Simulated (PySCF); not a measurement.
# C3H9ISn: the cost of one run

Programs: PySCF 2.14.0, with routines of our own; each step states its level. All values are computed. Atoms count from 0.

### 1 The starting structure

14 atoms, charge 0, multiplicity 1; geometry from: GFN2-xTB.

### 2 Optimising the geometry at PBE0-D3(BJ)/def2-SVP

The job: settings as JSON, then the geometry in Å.

```
{"job": {"xc": "PBE0", "basis": "def2-SVP", "d3": "d3bj", "grid": 1, "maxiter": 30, "shake": 0.01, "kind": "geom"}, "charge": 0, "multiplicity": 1}
C     -0.716420     1.950830    -0.329990
Sn     0.028440     0.029280     0.350050
C      2.040970    -0.416130    -0.384470
C     -1.352430    -1.620980     0.067780
I      0.288200     0.283170     3.012110
H     -0.874890     1.964850    -1.411370
H     -1.679910     2.181270     0.140400
H     -0.020710     2.767420    -0.079880
H      2.731570     0.401550    -0.096830
H      2.418570    -1.332230     0.088740
H      2.038020    -0.535670    -1.443610
H     -2.325560    -1.382520     0.550810
H     -1.578000    -1.780750    -0.995870
H     -1.005000    -2.525160     0.524380
```

Run with:

```console
$ OMP_NUM_THREADS=1 python heavy_run.py task.json out
```

This one command runs all jobs of the session in turn.

**Question.** How long does this first job take on 1 thread of Arm Neoverse V1, shared host, and how much memory does it need?

About 87 s, with a peak of 0.56 GiB.
